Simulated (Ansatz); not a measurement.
# Ti4Ge: the cost of one run

Program: Ansatz 0.2.0. Level of theory: DFT PBE, scalar-relativistic, plane waves, PAW. These are calculated values, not measurements.

2 further runs of the same task are left out: 1 that didn't finish, 1 set aside as unsound or not needed.

## 1. The starting structure

Symmetry: P-3m1, No. 164, trigonal system. The conventional cell has a = 3.040 Å, b = 3.040 Å, c = 11.368 Å, α = 90.00°, β = 90.00°, γ = 120.00°. Ti (site symmetry 3m) has 3 Ge at 2.78 Å and 9 Ti at 2.93 to 3.04 Å as nearest neighbours. Ti (site symmetry 3m) has 12 Ti at 2.93 to 3.04 Å as nearest neighbours. Ge (site symmetry -3m) is surrounded by 6 Ti at 2.78 Å and 6 Ge at 3.04 Å.

Coordinates:

```cif
data_structure
_symmetry_space_group_name_H-M 'P-3m1'
_symmetry_Int_Tables_number 164
_cell_length_a 3.0402
_cell_length_b 3.0402
_cell_length_c 11.3679
_cell_angle_alpha 90.000
_cell_angle_beta 90.000
_cell_angle_gamma 120.000
_cell_volume 91.00
loop_
_atom_site_label
_atom_site_type_symbol
_atom_site_symmetry_multiplicity
_atom_site_Wyckoff_symbol
_atom_site_fract_x
_atom_site_fract_y
_atom_site_fract_z
_atom_site_occupancy
Ti1 Ti 2 d 0.33333 0.66667 0.18966 1
Ti2 Ti 2 d 0.66667 0.33333 0.39655 1
Ge1 Ge 1 a 0.00000 0.00000 0.00000 1
```

Recipe of the guess: close-packed layers stacked ABCBC|A (P-3m1, No. 164). Its size is a rough estimate.

## 2. The guess as it stands, on a coarse mesh

input.yaml reads:

```yaml
crystal:
  lattice:
    - [3.04024141, 0.0, 0.0]
    - [-1.5201207, 2.63292629, 0.0]
    - [0.0, 0.0, 11.36785045]
  atoms:
    - { symbol: Ti, position: [0.33333333, 0.66666667, 0.18966498] }
    - { symbol: Ti, position: [0.66666667, 0.33333333, 0.39655499] }
    - { symbol: Ti, position: [0.33333333, 0.66666667, 0.60344501] }
    - { symbol: Ti, position: [0.66666667, 0.33333333, 0.81033502] }
    - { symbol: Ge, position: [0.0, 0.0, 0.0] }
basis:
  ecutwfc: 420
kpoints:
  mp_grid: { grid: [6, 6, 2] }
hamiltonian:
  xc: pbe
scf:
  occupations: { method: gaussian, width: 0.1 }
  lower_state_search: "off"
output:
  forces: true
  stress: true
  eigenvalues: true
```

On the command line:

```console
ansatz run input.yaml --threads 1 --pin off --max-ram 2560MiB --backend cpu --events-out ev --progress --plain --runs-dir out
```

Q: Estimate wall time and peak memory on 1 thread of Intel Xeon at 2.70GHz, shared host.

About 3.5 s, with a peak of 0.39 GiB.
